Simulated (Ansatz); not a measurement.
# C4H13BO: small, medium and large basis sets

An exercise on one series of results from a longer session: the logs are not shown, and one member is left open.

Computed with Ansatz 0.2.0, Gaussian basis. Level: one geometry, several basis sets.

Plan: PBE0-D4/def2-SVP; ωB97M-V/def2-SVP; PBE0-D4/def2-QZVPP; ωB97M-V/def2-QZVPP; the functionals' def2-TZVPP values are taken from earlier runs.

1 further run of the same task is left out (it didn't finish). Runs told in other sessions of the task aren't counted.

## The relaxed structure

The geometry comes from an earlier relaxation with PBE0-D4 in a triple-zeta def2 set; it is a stationary point, not always the lowest conformer.

19 atoms, charge 0, spin multiplicity 1.

Atoms are counted from 1 here; the program's logs count them from 0.

Bond lengths: C1–B2 1.600 Å, C1–H7 1.096 Å, C1–H8 1.096 Å, C1–H9 1.097 Å, B2–C3 1.596 Å, B2–O4 1.720 Å, B2–H10 1.215 Å, C3–H11 1.096 Å, C3–H12 1.097 Å, C3–H13 1.095 Å, O4–C5 1.422 Å, O4–C6 1.422 Å, C5–H14 1.087 Å, C5–H15 1.094 Å, C5–H16 1.092 Å, C6–H17 1.086 Å, C6–H18 1.093 Å, C6–H19 1.092 Å. Angles: B2–C1–H7 107.8°, B2–C1–H8 114.8°, B2–C1–H9 114.0°, H7–C1–H8 105.7°, H7–C1–H9 105.9°, H8–C1–H9 107.8°, C1–B2–C3 116.7°, C1–B2–O4 106.6°, C1–B2–H10 114.3°, C3–B2–O4 104.9°, C3–B2–H10 113.8°, O4–B2–H10 98.0°, B2–C3–H11 107.9°, B2–C3–H12 114.8°, B2–C3–H13 113.4°, H11–C3–H12 105.8°, H11–C3–H13 106.2°, H12–C3–H13 108.1° and more.

Geometry (Å):

```xyz
19

C    -0.2864   -1.7251   -0.3478
B     0.7305   -0.4927   -0.4385
C     1.9235   -0.4680    0.6221
O    -0.1843    0.9255   -0.1074
C    -1.0662    1.3215   -1.1496
C    -0.7936    0.9993    1.1754
H     0.2534   -2.6290   -0.6516
H    -1.1525   -1.6575   -1.0158
H    -0.6580   -1.9232    0.6651
H     1.0745   -0.2112   -1.5696
H     2.6652   -1.2127    0.3120
H     1.6355   -0.7417    1.6447
H     2.4507    0.4910    0.6618
H    -0.5023    1.2606   -2.0764
H    -1.9309    0.6536   -1.1948
H    -1.3942    2.3469   -0.9653
H    -0.0428    0.7060    1.9039
H    -1.6521    0.3247    1.2307
H    -1.1118    2.0278    1.3576
```

The first run:

Input file in.yaml:

```yaml
crystal:
  periodic: [false, false, false]
  atoms:
    - {symbol: C, position_ang: [-0.286441, -1.725109, -0.347849]}
    - {symbol: B, position_ang: [0.730542, -0.492747, -0.438520]}
    - {symbol: C, position_ang: [1.923549, -0.467986, 0.622074]}
    - {symbol: O, position_ang: [-0.184258, 0.925547, -0.107383]}
    - {symbol: C, position_ang: [-1.066202, 1.321525, -1.149580]}
    - {symbol: C, position_ang: [-0.793577, 0.999318, 1.175383]}
    - {symbol: H, position_ang: [0.253403, -2.629020, -0.651612]}
    - {symbol: H, position_ang: [-1.152528, -1.657492, -1.015799]}
    - {symbol: H, position_ang: [-0.658005, -1.923207, 0.665108]}
    - {symbol: H, position_ang: [1.074479, -0.211172, -1.569641]}
    - {symbol: H, position_ang: [2.665229, -1.212703, 0.312010]}
    - {symbol: H, position_ang: [1.635521, -0.741665, 1.644706]}
    - {symbol: H, position_ang: [2.450733, 0.490955, 0.661771]}
    - {symbol: H, position_ang: [-0.502270, 1.260559, -2.076365]}
    - {symbol: H, position_ang: [-1.930864, 0.653591, -1.194792]}
    - {symbol: H, position_ang: [-1.394218, 2.346865, -0.965312]}
    - {symbol: H, position_ang: [-0.042807, 0.705953, 1.903850]}
    - {symbol: H, position_ang: [-1.652149, 0.324653, 1.230659]}
    - {symbol: H, position_ang: [-1.111839, 2.027834, 1.357589]}
basis:
  gaussian: {orbitals: def2-SVP}
hamiltonian: {xc: pbe0, dispersion: d4}
output: {orbitals: {seedname: orbitals}}
```

Command:

```bash
> ansatz run in.yaml --threads 4 --pin off --events-out ev --progress --plain --max-ram 11315MiB
```

Among the steps run: PBE0-D4 in def2-SVP; ωB97M-V in def2-SVP; PBE0-D4 in def2-QZVPP; ωB97M-V in def2-QZVPP.

One table of the session follows, with a row left open; its other results are not shown here.

It belongs to the step «Density functionals: the series». 

| functional | basis | HOMO (eV) | LUMO (eV) |
| --- | --- | --- | --- |
| PBE0-D4 | def2-SVP | ? | ? |
| PBE0-D4 | def2-TZVPP | -7.51 | 0.88 |
| PBE0-D4 | def2-QZVPP | -7.53 | 0.44 |
| ωB97M-V | def2-SVP | -9.66 | 3.06 |
| ωB97M-V | def2-TZVPP | -9.84 | 2.27 |
| ωB97M-V | def2-QZVPP | -9.84 | 1.53 |

Estimate the missing values for PBE0-D4, def2-SVP.

The run gave: HOMO (eV): -7.37; LUMO (eV): 1.40. In the column «HOMO (eV)» it is the highest.
